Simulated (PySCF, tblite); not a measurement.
# C7H16BN: geometry, infrared bands and NMR shifts

Aim: predict the infrared bands and NMR shifts of C7H16BN (`[BH3-][N@@+]1(C)CCCC(=C)C1`).

Computed with tblite 0.8.0 and PySCF 2.14.0, with density-fitted response routines of our own, on a single molecule in the gas phase. Atoms are numbered from 0 throughout.

### Step 1. Starting geometry

25 atoms, charge 0, multiplicity 1; geometry from: force field or distance geometry start.

Bonds of the start (Å): B0–N1 1.56, N1–C2 1.47, N1–C3 1.50, C3–C4 1.53, C4–C5 1.52, C5–C6 1.50, C6–C7 1.34, C6–C8 1.51, C8–N1 1.51, B0–H9 1.19, B0–H10 1.19, B0–H11 1.20, C2–H12 1.13, C2–H13 1.11, C2–H14 1.10, C3–H15 1.13, C3–H16 1.11, C4–H17 1.11, C4–H18 1.11, C5–H19 1.11, C5–H20 1.12, C7–H21 1.08, C7–H22 1.08, C8–H23 1.12, C8–H24 1.12.

### Step 2. Geometry optimisation with GFN2-xTB

Job settings and geometry (Å):

```
{"job": {"kind": "relax", "xc": "GFN2-xTB", "basis": "xTB"}, "charge": 0, "multiplicity": 1}
B     -2.106900    -0.670500     1.100000
N     -0.921100    -0.233200     0.179900
C     -1.229700    -0.644200    -1.200500
C     -0.756100     1.251200     0.287000
C      0.468300     1.779600    -0.464900
C      1.752800     1.081200    -0.041200
C      1.556800    -0.405400    -0.024700
C      2.516700    -1.234400    -0.461500
C      0.317000    -0.942800     0.659000
H     -2.272900    -1.852700     1.071700
H     -1.922700    -0.354100     2.234200
H     -3.131200    -0.150200     0.740500
H     -2.121400    -0.075600    -1.584600
H     -1.465400    -1.729400    -1.271500
H     -0.390400    -0.452900    -1.891000
H     -0.639900     1.547700     1.375100
H     -1.660300     1.770000    -0.085800
H      0.567700     2.865500    -0.276700
H      0.323400     1.667100    -1.560800
H      2.582700     1.375000    -0.725300
H      2.031300     1.422500     0.989000
H      3.426600    -0.851000    -0.899500
H      2.394600    -2.308100    -0.389400
H      0.210900    -2.046100     0.493800
H      0.458100    -0.785000     1.756400
```

Command:

```sh
$ OMP_NUM_THREADS=1 python probes_run.py task.json out
```

This one command runs all jobs of the session in turn.

Output:

```text
step      E/eV     max force
  0    -742.69368    1.768
  1    -742.84452    1.073
  2    -742.93785    0.824
  3    -742.98292    0.456
  4    -743.00626    0.296
  5    -743.01642    0.255
  6    -743.02842    0.169
  7    -743.03350    0.162
  8    -743.03673    0.099
  9    -743.03826    0.065
 10    -743.03915    0.059
 11    -743.03981    0.053
 12    -743.04050    0.059
 13    -743.04131    0.068
 14    -743.04235    0.092
 15    -743.04363    0.133
 16    -743.04491    0.122
 17    -743.04586    0.062
 18    -743.04653    0.051
 19    -743.04712    0.057
 20    -743.04778    0.083
 21    -743.04851    0.070
 22    -743.04920    0.063
 23    -743.04980    0.059
 24    -743.05039    0.078
 25    -743.05105    0.090
 26    -743.05176    0.065
 27    -743.05245    0.058
 28    -743.05313    0.055
 29    -743.05384    0.076
 30    -743.05455    0.080
 31    -743.05517    0.058
 32    -743.05569    0.053
 33    -743.05623    0.055
 34    -743.05688    0.050
 35    -743.05750    0.055
 36    -743.05797    0.048
 37    -743.05833    0.040
 38    -743.05873    0.046
 39    -743.05923    0.051
 40    -743.05969    0.041
 41    -743.05997    0.041
 42    -743.06015    0.030
 43    -743.06031    0.031
 44    -743.06048    0.027
 45    -743.06063    0.027
 46    -743.06075    0.028
 47    -743.06089    0.025
 48    -743.06106    0.037
 49    -743.06124    0.035
 50    -743.06137    0.022
 51    -743.06146    0.019
 52    -743.06153    0.022
 53    -743.06160    0.021
 54    -743.06166    0.018
 55    -743.06170    0.015
 56    -743.06173    0.013
 57    -743.06176    0.014
 58    -743.06178    0.011
 59    -743.06180    0.009
```

Run time: 0.55 s. Hardware: 1 thread of Arm Neoverse V1, shared host.

Step by step: (not every step is listed)

```tsv
step	energy from step 0 (eV)	largest force (eV/Å)
0	0.0000	1.7678
1	-0.1508	1.0727
2	-0.2442	0.8241
3	-0.2892	0.4562
4	-0.3126	0.2956
5	-0.3227	0.2550
6	-0.3347	0.1688
7	-0.3398	0.1619
8	-0.3431	0.0986
12	-0.3468	0.0592
16	-0.3512	0.1220
20	-0.3541	0.0826
24	-0.3567	0.0783
28	-0.3595	0.0552
32	-0.3620	0.0534
36	-0.3643	0.0482
40	-0.3660	0.0413
44	-0.3668	0.0272
48	-0.3674	0.0371
52	-0.3678	0.0220
54	-0.3680	0.0180
55	-0.3680	0.0154
56	-0.3681	0.0128
57	-0.3681	0.0137
58	-0.3681	0.0112
59	-0.3681	0.0094
```

Close pairs (by a distance rule), those that changed most:

```tsv
bond	before (Å)	after (Å)	change (Å)
B0–N1	1.563	1.649	+0.085
C3–H15	1.134	1.092	-0.041
C2–H12	1.125	1.087	-0.038
N1–C8	1.505	1.469	-0.036
N1–C3	1.497	1.466	-0.032
C8–H23	1.121	1.091	-0.030
C5–H20	1.120	1.094	-0.026
C2–H13	1.113	1.088	-0.025
```

The end geometry stands in the next job.

### Step 3. Harmonic vibrations with GFN2-xTB

Job settings and geometry (Å):

```
{"job": {"kind": "ir", "xc": "GFN2-xTB", "basis": "xTB"}, "charge": 0, "multiplicity": 1}
B     -2.166363    -0.675062     1.128973
N     -0.886521    -0.227494     0.191022
C     -1.137895    -0.665608    -1.179314
C     -0.739688     1.228414     0.273472
C      0.479612     1.768088    -0.468592
C      1.752398     1.088387     0.042026
C      1.571269    -0.400476    -0.003570
C      2.408133    -1.222721    -0.613649
C      0.330782    -0.871895     0.703069
H     -2.226564    -1.864077     1.067867
H     -1.926906    -0.291359     2.233632
H     -3.124437    -0.142069     0.661606
H     -1.972711    -0.102771    -1.590229
H     -1.414953    -1.717201    -1.162497
H     -0.258723    -0.540214    -1.814713
H     -0.665978     1.482973     1.333197
H     -1.654906     1.681015    -0.111646
H      0.539817     2.845810    -0.306878
H      0.380741     1.601916    -1.543273
H      2.615085     1.392618    -0.552361
H      1.929609     1.393037     1.078003
H      3.299407    -0.866153    -1.102512
H      2.246984    -2.287448    -0.633691
H      0.210897    -1.952072     0.611475
H      0.399975    -0.631493     1.767720
```

Output:

```text
mode    cm-1     km/mol
  1     103.4      0.56
  2     134.0      7.45
  3     200.7      0.66
  4     238.3      6.66
  5     257.7      9.08
  6     282.0      2.40
  7     314.8      1.84
  8     363.6      3.87
  9     408.5      0.76
 10     420.5      1.35
 11     436.7      0.62
 12     459.0      1.00
 13     497.9      1.77
 14     581.8      9.74
 15     695.0      8.43
 16     734.8     16.73
 17     820.3     22.44
 18     874.5     13.10
 19     892.7     25.28
 20     899.8     12.16
 21     904.1     19.97
 22     906.3     27.18
 23     925.4     12.79
 24     952.6      8.64
 25     971.3     18.12
 26     997.1      4.33
 27    1044.7     15.47
 28    1059.3     11.52
 29    1098.4      0.99
 30    1111.0      6.08
 31    1128.0      4.69
 32    1139.0     24.10
 33    1173.7    212.14
 34    1188.6      0.54
 35    1214.9      1.19
 36    1256.8     38.60
 37    1261.6     48.01
 38    1270.5      6.62
 39    1281.5      9.45
 40    1298.1      2.51
 41    1309.5      0.53
 42    1317.7      0.88
 43    1332.0      1.35
 44    1346.1      0.91
 45    1410.3      2.96
 46    1420.7      0.32
 47    1463.6      4.03
 48    1469.2      5.50
 49    1473.8      1.28
 50    1479.0      7.30
 51    1492.6      9.11
 52    1503.1      3.74
 53    1732.4     17.04
 54    2421.5    301.46
 55    2436.1    298.85
 56    2462.5    154.99
 57    2949.2     15.57
 58    2960.5     14.86
 59    2973.8      3.58
 60    2976.3     21.95
 61    2986.0     62.76
 62    2992.3     17.36
 63    2995.2     42.30
 64    2999.5     14.50
 65    3001.0     78.37
 66    3038.7     15.79
 67    3043.7     16.86
 68    3101.6     19.42
 69    3125.6     40.20
```

Run time: 1.1 s. Hardware: 1 thread of Arm Neoverse V1, shared host.

Which atoms move in the most intense modes:

```tsv
cm⁻¹	km/mol	atoms
1174	212.1	H11 28 %, H9 28 %, H10 26 %, B0 11 %
1262	48.0	H9 42 %, H11 31 %
2422	301.5	H10 74 %, H9 12 %
2436	298.9	H9 46 %, H11 43 %
2462	155.0	H11 45 %, H9 35 %, H10 18 %
2986	62.8	H17 34 %, H16 19 %, H15 16 %, H18 15 %
2995	42.3	H16 40 %, H19 34 %
3001	78.4	H23 32 %, H17 25 %, H19 15 %, H18 14 %
```

### Step 4. NMR shieldings: PBE0/pcSseg-1

The job, as its differences from that of step 3:

```diff
@@ -1,2 +1,2 @@
-{"job": {"kind": "ir", "xc": "GFN2-xTB", "basis": "xTB"}, "charge": 0, "multiplicity": 1}
+{"job": {"kind": "nmr", "xc": "PBE0", "basis": "pcSseg-1"}, "charge": 0, "multiplicity": 1}
 B     -2.166363    -0.675062     1.128973
```

With the program's defaults for keys left out, this is: GIAO PBE0/pcSseg-1 NMR shielding, non-relativistic, gas phase.

Output:

```text
coarse grid: 19672 points
cycle   1  E = -355.3399255902  dE =  1.099e+00  |g| = 5.042e-01  |ddm| = 4.310e+00
cycle   2  E = -355.3470404921  dE = -7.115e-03  |g| = 5.238e-01  |ddm| = 1.016e+00
cycle   3  E = -355.4120973700  dE = -6.506e-02  |g| = 9.689e-02  |ddm| = 4.522e-01
cycle   4  E = -355.4139117386  dE = -1.814e-03  |g| = 4.014e-02  |ddm| = 1.207e-01
cycle   5  E = -355.4142944100  dE = -3.827e-04  |g| = 1.083e-02  |ddm| = 4.543e-02
cycle   6  E = -355.4143195549  dE = -2.514e-05  |g| = 3.414e-03  |ddm| = 1.215e-02
cycle   7  E = -355.4143222805  dE = -2.726e-06  |g| = 6.746e-04  |ddm| = 3.122e-03
final grid: 186608 points
cycle   8  E = -355.4687437946  dE = -9.368e-05  |g| = 1.020e-02  |ddm| = 5.706e-02
cycle   9  E = -355.4687395763  dE =  4.218e-06  |g| = 1.107e-02  |ddm| = 2.029e-02
cycle  10  E = -355.4687715546  dE = -3.198e-05  |g| = 1.627e-03  |ddm| = 1.125e-02
cycle  11  E = -355.4687721352  dE = -5.805e-07  |g| = 4.605e-04  |ddm| = 1.826e-03
cycle  12  E = -355.4687721825  dE = -4.736e-08  |g| = 1.201e-04  |ddm| = 4.198e-04
cycle  13  E = -355.4687721860  dE = -3.492e-09  |g| = 3.462e-05  |ddm| = 1.374e-04
cycle  14  E = -355.4687721863  dE = -2.497e-10  |g| = 1.007e-05  |ddm| = 3.256e-05
converged SCF energy = -355.4687721863

GIAO shielding tensors (ppm)
atom      isotropic    diamagn.    paramagn.     s11        s22        s33       span
  0 B      111.934     188.437     -76.503     86.745     93.896    155.161     68.416
  1 N      207.798     322.624    -114.826    192.295    212.444    218.657     26.362
  2 C      142.181     250.318    -108.136    114.532    128.967    183.045     68.513
  3 C      127.201     248.599    -121.398    109.049    113.079    159.474     50.425
  4 C      160.780     249.042     -88.262    152.202    160.077    170.060     17.858
  5 C      150.325     245.782     -95.457    143.639    148.875    158.460     14.821
  6 C       36.389     264.031    -227.642    -84.428     27.126    166.469    250.896
  7 C       65.620     250.785    -185.165    -38.282     89.602    145.541    183.822
  8 C      120.617     247.753    -127.137    102.310    112.863    146.677     44.368
  9 H       29.688      31.339      -1.650     26.445     27.027     35.593      9.148
 10 H       29.678      31.153      -1.475     26.444     26.994     35.597      9.153
 11 H       29.566      31.124      -1.557     26.153     27.040     35.505      9.352
 12 H       29.567      31.369      -1.802     25.997     26.574     36.129     10.131
 13 H       29.194      31.504      -2.310     25.243     26.828     35.511     10.267
 14 H       28.925      32.630      -3.705     24.672     28.678     33.424      8.752
 15 H       28.680      32.148      -3.468     23.511     28.983     33.545     10.033
 16 H       28.730      31.937      -3.207     23.743     28.612     33.835     10.092
 17 H       30.155      29.744       0.411     25.017     27.736     37.712     12.695
 18 H       29.996      31.774      -1.778     26.648     28.731     34.608      7.960
 19 H       29.391      30.826      -1.435     25.359     27.733     35.080      9.722
 20 H       29.599      29.653      -0.054     26.428     27.035     35.335      8.907
 21 H       26.323      30.144      -3.820     23.033     25.014     30.922      7.889
 22 H       26.482      31.230      -4.748     22.985     25.053     31.407      8.422
 23 H       28.476      33.798      -5.323     24.105     28.352     32.972      8.867
 24 H       28.168      31.843      -3.675     24.266     27.730     32.508      8.242
```

It took 81 s on 1 thread of Arm Neoverse V1, shared host; peak memory 0.99 GiB.

Shifts follow as δ = σ(reference) − σ, with reference shieldings (ppm) from runs at the same level and on the same kind of geometry: 1H TMS 31.72, 13C TMS 186.9, 15N NH3 267.7, 11B BF3·OEt2 100.1. The references are single molecules in the gas phase, so shifts against H2O, NH3, PH3, H3PO4 or CFCl3 are not on the usual liquid scales and can be off by tens of ppm. Atoms listed in one row are averaged.

```tsv
atoms	environment	σ (ppm)	δ (ppm)	δ scaled to CDCl3
C6	fully substituted alkene carbon	36.4	150.5	145.0
C7	terminal =CH2 carbon	65.6	121.3	116.5
C8	allylic sp3 CH2 bonded to N	120.6	66.3	62.8
C3	sp3 CH2 bonded to N	127.2	59.7	56.4
C2	methyl carbon bonded to N	142.2	44.7	41.8
C5	allylic sp3 CH2	150.3	36.6	33.8
C4	sp3 CH2 in a ring	160.8	26.1	23.6
H21	hydrogen on a terminal =CH2 carbon	26.32	5.39	5.19
H22	hydrogen on a terminal =CH2 carbon	26.48	5.24	5.04
H24	hydrogen on an allylic sp3 CH2 bonded to N	28.17	3.55	3.45
H23	hydrogen on an allylic sp3 CH2 bonded to N	28.48	3.24	3.16
H15	hydrogen on an sp3 CH2 bonded to N	28.68	3.04	2.97
H16	hydrogen on an sp3 CH2 bonded to N	28.73	2.99	2.92
H12, H13, H14	hydrogen on a methyl carbon bonded to N	29.23	2.49	2.45
H19	hydrogen on an allylic sp3 CH2	29.39	2.33	2.30
H20	hydrogen on an allylic sp3 CH2	29.60	2.12	2.10
H9, H10, H11	hydrogen on a boron bonded to N	29.64	2.07	–
H18	hydrogen on an sp3 CH2 in a ring	30.00	1.72	1.73
H17	hydrogen on an sp3 CH2 in a ring	30.15	1.56	1.58
B0	boron bonded to N, 3 H	111.9	-11.9	–
N1	donor nitrogen of a Lewis adduct	207.8	59.9	–
```

The scaled column applies a straight-line fit of computed shieldings to shifts measured in CDCl3 (root-mean-square error 0.16 ppm for H, 1.9 ppm for C).

Charges from the same density, by scheme (e):

```tsv
atoms	Mulliken	IAO	Hirshfeld	ESP fit
B0	-0.03	-0.40	-0.10	-0.12
N1	-0.68	-0.01	0.05	0.40
C2	-0.07	-0.31	-0.05	-0.57
C3	-0.04	-0.15	0.00	-0.25
C4	-0.21	-0.27	-0.07	0.12
C5	-0.07	-0.27	-0.07	-0.31
C6	-0.49	0.01	0.01	0.31
C7	-0.02	-0.33	-0.10	-0.63
C8	0.13	-0.16	-0.01	-0.47
```

Mayer bond orders: B0–N1 0.59, N1–C2 0.90, N1–C3 0.89, C3–C4 1.03, C4–C5 1.02, C5–C6 1.01, C6–C7 2.01, C6–C8 1.00, C8–N1 0.89.

Ring of atoms N1, C3, C4, C5, C6, C8: NICS(0) -2.6, NICS(1) -2.6, NICS(1)zz 1.2 ppm (means of both faces).

### Step 5. Outcome

| quantity | value |
| --- | --- |
| strongest single infrared mode (GFN2-xTB) | 2422 cm⁻¹, 301 km/mol |
| zero-point energy (GFN2-xTB) | 138.7 kcal/mol |
| 13C shifts against TMS (PBE0/pcSseg-1) | 150.5, 121.3, 66.3, 59.7, 44.7, 36.6, 26.1 ppm |
| 1H shifts against TMS (PBE0/pcSseg-1, means over atoms taken as alike) | 5.39, 5.24, 3.55, 3.24, 3.04, 2.99, 2.49, 2.33, 2.12, 2.07, 1.72, 1.56 ppm |
| 11B shifts against BF3·OEt2 (PBE0/pcSseg-1) | -11.9 ppm |
| 15N shifts against NH3 (PBE0/pcSseg-1) | 59.9 ppm |

Over 59 steps the energy fell by 0.368 eV; of the close pairs, B0–N1 changed most, 1.563 to 1.649 Å. No mode is imaginary among the 69: a minimum at this level. The strongest single mode, at 2422 cm⁻¹, moves mainly H10. Unscaled tight-binding wavenumbers are off by several per cent, some by more. Its intensities can rank the bands wrongly. The most deshielded carbon is C6 (fully substituted alkene carbon), at 150.5 ppm: an sp2 carbon of a C=C bond. At PBE0/pcSseg-1: Shielding is most anisotropic at C6 (span 251 ppm, paramagnetic term -228 ppm).
